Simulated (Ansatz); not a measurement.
# Cs: the cost of one run

Method: DFT PBEsol, scalar-relativistic, plane waves, PAW, in Ansatz 0.2.0.

**1. The structure to begin with**

The structure is cubic, space group Im-3m (No. 229). Conventional cell: a = 6.067 Å, b = 6.067 Å, c = 6.067 Å, α = 90.00°, β = 90.00°, γ = 90.00°.

Coordinates:

```cif
data_structure
_symmetry_space_group_name_H-M 'Im-3m'
_symmetry_Int_Tables_number 229
_cell_length_a 6.0670
_cell_length_b 6.0670
_cell_length_c 6.0670
_cell_angle_alpha 90.000
_cell_angle_beta 90.000
_cell_angle_gamma 90.000
_cell_volume 223.32
loop_
_atom_site_label
_atom_site_type_symbol
_atom_site_symmetry_multiplicity
_atom_site_Wyckoff_symbol
_atom_site_fract_x
_atom_site_fract_y
_atom_site_fract_z
_atom_site_occupancy
Cs1 Cs 2 a 0.00000 0.00000 0.00000 1
```

**2. First run, at the start cell**

Input file input.yaml:

```yaml
crystal:
  lattice:
    - [-3.0335, 3.0335, 3.0335]
    - [3.0335, -3.0335, 3.0335]
    - [3.0335, 3.0335, -3.0335]
  atoms:
    - { symbol: Cs, position: [0.0, 0.0, 0.0] }
basis:
  ecutwfc: 420
  ecutrho_ratio: 4
kpoints:
  mp_grid: { grid: [10, 10, 10] }
hamiltonian:
  xc: pbesol
scf:
  occupations: { method: gaussian, width: 0.05 }
output:
  forces: true
  stress: true
  eigenvalues: true
```

Started as:

```bash
> ansatz run input.yaml --threads 1 --pin off --max-ram 2560MiB --backend cpu --events-out ev --progress --plain --runs-dir out
```

**Question.** How long does this run take on 1 thread of Arm Neoverse V1, shared host, and how much memory does it need?

About 2.8 s, with a peak of 0.35 GiB.
